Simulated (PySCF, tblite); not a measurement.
# C₂H₁₀FNSi₂: geometry, infrared bands and NMR shifts

Aim: predict the infrared bands and NMR shifts of C₂H₁₀FNSi₂ (`C[SiH2]C[Si@H](N)F`).

Programs: tblite 0.8.0 and PySCF 2.14.0, with density-fitted response routines of our own. Each step states its level of theory. These are calculated values for one molecule in the gas phase, unless marked as measured. Atoms are numbered from 0 throughout.

## Step 1: Starting geometry

16 atoms, charge 0, multiplicity 1; geometry from: force field or distance geometry start.

Bonds of the start (Å): C0–Si1 1.87, Si1–C2 1.84, C2–Si3 1.85, Si3–N4 1.80, Si3–F5 1.70, C0–H6 1.10, C0–H7 1.11, C0–H8 1.12, Si1–H9 1.47, Si1–H10 1.47, C2–H11 1.10, C2–H12 1.12, Si3–H13 1.47, N4–H14 1.06, N4–H15 1.06.

## Step 2: Geometry optimisation with GFN2-xTB

What the job is given:

```
{"job": {"kind": "relax", "xc": "GFN2-xTB", "basis": "xTB"}, "charge": 0, "multiplicity": 1}
C      2.352200    -0.437700     0.448600
Si     1.146900     0.822000    -0.241200
C     -0.210400    -0.047300    -1.135900
Si    -1.564800    -0.649700    -0.022300
N     -2.190000     0.659600     1.046800
F     -1.027600    -1.940500     0.943500
H      2.862700    -0.892400    -0.411100
H      3.032000     0.049800     1.174700
H      1.726900    -1.202000     0.983600
H      0.638600     1.736300     0.797700
H      1.851900     1.647000    -1.230500
H      0.208100    -0.933400    -1.637400
H     -0.610900     0.652400    -1.916000
H     -2.687100    -1.044900    -0.882200
H     -2.615000     1.387500     0.411200
H     -2.921100     0.202100     1.659100
```

Command:

```bash
$ OMP_NUM_THREADS=1 python probes_run.py task.json out
```

One launch serves the whole session: the jobs run in the order shown.

**Question.** This job is followed by: GFN2-xTB harmonic vibrations, gas phase; GIAO PBE0/pcSseg-1 NMR shielding, non-relativistic, gas phase. Predict these results of the whole session: strongest single infrared mode (GFN2-xTB); zero-point energy (GFN2-xTB); 13C shifts against TMS (PBE0/pcSseg-1); 1H shifts against TMS (PBE0/pcSseg-1, means over atoms taken as alike); 29Si shifts against TMS (PBE0/pcSseg-1); 15N shifts against NH3 (PBE0/pcSseg-1); 19F shifts against CFCl3 (PBE0/pcSseg-1); surface potential, 1st and 99th percentile.

The runs gave:

| quantity | value |
| --- | --- |
| strongest single infrared mode (GFN2-xTB) | 2158 cm⁻¹, 445 km/mol |
| zero-point energy (GFN2-xTB) | 73.1 kcal/mol |
| 13C shifts against TMS (PBE0/pcSseg-1) | 0.0, -5.4 ppm |
| 1H shifts against TMS (PBE0/pcSseg-1, means over atoms taken as alike) | 5.64, 4.56, 4.39, 0.57, 0.34, -0.09, -0.32 ppm |
| 29Si shifts against TMS (PBE0/pcSseg-1) | 0.9, -45.6 ppm |
| 15N shifts against NH3 (PBE0/pcSseg-1) | 27.0 ppm |
| 19F shifts against CFCl3 (PBE0/pcSseg-1) | -183.3 ppm |
| surface potential, 1st and 99th percentile | -1.20 V and 1.65 V |

What this shows: Over 91 steps the energy fell by 0.689 eV; of the close pairs, Si3–N4 changed most, 1.802 to 1.715 Å. All 42 modes are real, so the xTB geometry is a minimum. The strongest single mode, at 2158 cm⁻¹, moves mainly H10. Unscaled tight-binding wavenumbers are off by several per cent, some by more. Its intensities can rank the bands wrongly.
